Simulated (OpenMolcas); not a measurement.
# Tm³⁺ among point charges: CASSCF and CASPT2 levels and susceptibility

Aim: the splitting of the states of Tm³⁺ in the field of 8 point charges, its lowest levels with spin-orbit coupling and its magnetic susceptibility.

The numbers are computed with OpenMolcas 26.06 (state-averaged CASSCF and CASPT2, spin-orbit coupling by RASSI with atomic mean-field integrals), except any that are marked as measured or tabulated.

**1. The atom as given**

| Property | Result |
| --- | --- |
| Species | Tm³⁺ (thulium, Z = 69, 66 electrons) |
| Basis | ANO-RCC-VDZP [7s6p4d2f1g], 68 functions |
| Scalar Hamiltonian | DKH2, point nucleus |
| Inactive shells | 1s 2s 2p 3s 3p 3d 4s 4p 4d 5s 5p |
| Active space | 12 electrons in 7 orbitals (4f) |
| Some configurations of this space | 4f12 |
| Orbitals | optimised for the highest spin of each parity, averaged over all roots |

The outer shells:

4f12
```
4f [↑↓][↑↓][↑↓][↑↓][↑↓][↑ ][↑ ]
```

The ion sits among 8 point charges of -1.5 e arranged as a cube (Oh), 3.05 Å from the ion.

Each step is its own input file, run in one work folder so that later steps find the files of earlier ones. Labels, J, g values, rates, χT and fits are worked out afterwards by a script from the matrices that RASSI stores. The input lists half of the charges; inversion (Group=XYZ) makes the rest.

**2. Basis and integrals**

a.inp reads:

```
&GATEWAY
Coord
1

Tm 0.0 0.0 0.0
Basis=ANO-RCC-VDZP
Group=XYZ
NoMove
AngMom=0.0 0.0 0.0
AMFI
XField
4 Angstrom 0
1.760918 1.760918 1.760918 -1.500000
1.760918 1.760918 -1.760918 -1.500000
1.760918 -1.760918 1.760918 -1.500000
1.760918 -1.760918 -1.760918 -1.500000
&SEWARD
```

**3. Reference wave functions, triplets of even parity, 21 roots**

a.inp reads:

```
&RASSCF
FileOrb=start.orb
Symmetry=1
Spin=3
nActEl=12 0 0
Inactive=15 12
Ras2=0 7
CIRoot=21 21 1
SDav=21
CIMx=300
Iter=120 100
PrWF=0.3
OrbListing=Nothing
MaxOrb=0
>>> COPY $Project.JobIph JOB001
```

start.orb holds the contracted functions of the basis, ordered by shell, or the orbitals of the step before.

**4. Reference wave functions, singlets of even parity, 28 roots**

a.inp reads:

```
&RASSCF
FileOrb=start.orb
Symmetry=1
Spin=1
nActEl=12 0 0
Inactive=15 12
Ras2=0 7
CIRoot=28 28 1
SDav=28
CIMx=300
Iter=120 100
PrWF=0.3
OrbListing=Nothing
MaxOrb=0
CIOnly
>>> COPY $Project.JobIph JOB002
```

**5. State interaction with spin-orbit coupling**

a.inp reads:

```
&RASSI
NrOfJobIphs=2 21 27
1 2 3 4 5 6 7 8 9 10 11 12 13 14 15 16 17 18 19 20 21
1 2 3 4 5 6 7 8 9 10 11 12 13 14 15 16 17 18 19 20 21 22 23 24 25 26 27
IphNames
JOB001
JOB002
EJob
SpinOrbit
DIPRint=1.0
SOCoupling=1000.0
Subsets=2
Property=9
'ANGMOM' 1 'ANGMOM' 2 'ANGMOM' 3 'MLTPL  1' 1 'MLTPL  1' 2 'MLTPL  1' 3
'AMFI' 1 'AMFI' 2 'AMFI' 3
SOProperty=3
'ANGMOM' 1 'ANGMOM' 2 'ANGMOM' 3
```

**6. CASPT2: IPEA 0.25, imaginary shift 0.1 (closed shells correlated: 5s 5p)**

a.inp reads:

```
>>> COPY JOB001 $Project.JobIph
&CASPT2
Multistate=21 1 2 3 4 5 6 7 8 9 10 11 12 13 14 15 16 17 18 19 20 21
NoMult
Frozen=14 9
IPEA=0.25
Imaginary=0.1
MaxIter=60
WThr=0.0 0.3 0.05
PrWF=0.5
NoMix
>>> COPY JOB002 $Project.JobIph
&CASPT2
Multistate=27 1 2 3 4 5 6 7 8 9 10 11 12 13 14 15 16 17 18 19 20 21 22
23 24 25 26 27
NoMult
Frozen=14 9
IPEA=0.25
Imaginary=0.1
MaxIter=60
WThr=0.0 0.3 0.05
PrWF=0.5
NoMix
```

(Steps that only read results are left out.)

Before running it: what results should come out? Wanted: spin-free ground state; first state of the same spin within the active space; lowest level; next level.

**Answer**, as computed:

```
                                            quantity                                                                        value
                                              method  SS-CASPT2, IPEA 0.25, imaginary shift 0.1 (closed shells correlated: 5s 5p)
                              spin-free ground state                                              3T1, 3-fold in its orbital part
first state of the same spin within the active space                                                             3T2 at 53.6 cm⁻¹
                                        lowest level                                               2-fold E, g = 0.00, 0.00, 0.00
                                          next level                                                                    16.9 cm⁻¹
                                         χT at 300 K                                                               7.13 cm³ K/mol
                           effective moment at 300 K                                                                      7.55 μB
```

Cost by method:

| method | time of its own steps | time with the reference |
| --- | --- | --- |
| A. CASSCF | 19 s | 19 s |
| B. SS-CASPT2, IPEA 0.25, imaginary shift 0.1, +5s 5p | 13 s | 32 s |

Times are of one thread on a shared host.

The spin-free ground state (3T1) comes to 100 % from free-ion H terms and keeps the highest spin of the shell. The singlets rest on orbitals optimised for another spin in at least one step, which raises them against the optimised states. Not all states of the active space went into the spin-orbit step. CASPT2 does not keep the components of a term degenerate, and the means are used. Point charges carry no covalency, so the field is a model and not that of real ligands.
